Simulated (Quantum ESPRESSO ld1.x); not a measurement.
**The series with 19 electrons, Cr⁵⁺ to Pr⁴⁰⁺**

What does a rising nuclear charge do to the levels of a fixed set of electrons? The series is run ion by ion, all in [Ar] 4s1.

Method: scalar-relativistic Kohn-Sham, LDA (Slater exchange, Perdew-Zunger correlation), spin-polarised, spherical densities, point nucleus; open shells are filled with parallel spins first. Code: Quantum ESPRESSO ld1.x 7.5.

## 1. The system

| Quantity | Value |
| --- | --- |
| electrons | 19 |
| ions | Cr⁵⁺, Cu¹⁰⁺, Se¹⁵⁺, Ru²⁵⁺, In³⁰⁺, Xe³⁵⁺, Pr⁴⁰⁺ |
| configuration | [Ar] 4s1 |

Outer shells as boxes (Hund's rule):

[Ar] 4s1
```
[Ar] core
4s [↑ ]
```

## 2. Cr⁵⁺

Input file ld1.in:

```fortran
 &input
    atom='Cr',
    iswitch=1,
    rel=1,
    lsd=1,
    dft='PZ',
    config='[Ar] 4s1 3d0 4p0',
    verbosity='high',
    prefix='ld1',
    max_out_wfc=37,
    file_charge='ld1.rho',
 /
```

## 3. Cu¹⁰⁺

Edit ld1.in of step 2 so:

```diff
@@ -1,3 +1,3 @@
  &input
-    atom='Cr',
+    atom='Cu',
     iswitch=1,
```

## 4. Se¹⁵⁺

Edit ld1.in of step 3 so:

```diff
@@ -1,3 +1,3 @@
  &input
-    atom='Cu',
+    atom='Se',
     iswitch=1,
```

## 5. Ru²⁵⁺

Edit ld1.in of step 4 so:

```diff
@@ -1,3 +1,3 @@
  &input
-    atom='Se',
+    atom='Ru',
     iswitch=1,
```

## 6. In³⁰⁺

Edit ld1.in of step 5 so:

```diff
@@ -1,3 +1,3 @@
  &input
-    atom='Ru',
+    atom='In',
     iswitch=1,
```

## 7. Xe³⁵⁺

Edit ld1.in of step 6 so:

```diff
@@ -1,3 +1,3 @@
  &input
-    atom='In',
+    atom='Xe',
     iswitch=1,
```

## 8. Pr⁴⁰⁺

Edit ld1.in of step 7 so:

```diff
@@ -1,3 +1,3 @@
  &input
-    atom='Xe',
+    atom='Pr',
     iswitch=1,
```

**Question.** What will these runs give? Wanted: for each run, ion; E; ε(3d down, empty); ε(4s up); ε(4s down, empty); ε(4p up, empty); ε(4p down, empty); <r>(4s up).

As calculated:

| ion | E (hartree) | ε(3d down, empty) (eV) | ε(4s up) (eV) | ε(4s down, empty) (eV) | ε(4p up, empty) (eV) | ε(4p down, empty) (eV) | <r>(4s up) (bohr) |
| --- | --- | --- | --- | --- | --- | --- | --- |
| Cr⁵⁺ | -1041.1397 | -88.124 | -58.098 | -56.220 | -49.567 | -47.699 | 2.005 |
| Cu¹⁰⁺ | -1610.0394 | -261.73 | -160.53 | -157.60 | -145.23 | -142.30 | 1.366 |
| Se¹⁵⁺ | -2309.1046 | -512.96 | -307.72 | -303.74 | -285.03 | -281.06 | 1.045 |
| Ru²⁵⁺ | -4108.6660 | -1245.1 | -737.38 | -731.25 | -696.37 | -690.30 | 0.7134 |
| In³⁰⁺ | -5216.2296 | -1725.8 | -1021.5 | -1014.3 | -968.48 | -961.34 | 0.6149 |
| Xe³⁵⁺ | -6468.2030 | -2283.2 | -1353.3 | -1345.0 | -1285.5 | -1277.3 | 0.5395 |
| Pr⁴⁰⁺ | -7870.030 | -2917.6 | -1734.4 | -1725.0 | -1648.2 | -1638.9 | 0.4798 |

What this shows: From Cr⁵⁺ to Pr⁴⁰⁺ the 4s up level deepens by a factor 29.9 and shrinks by a factor 4.18. The order of these tabulated levels, which need not hold every outer shell, does not change along the series. The configuration is held, so it need not be the ground state of every ion.
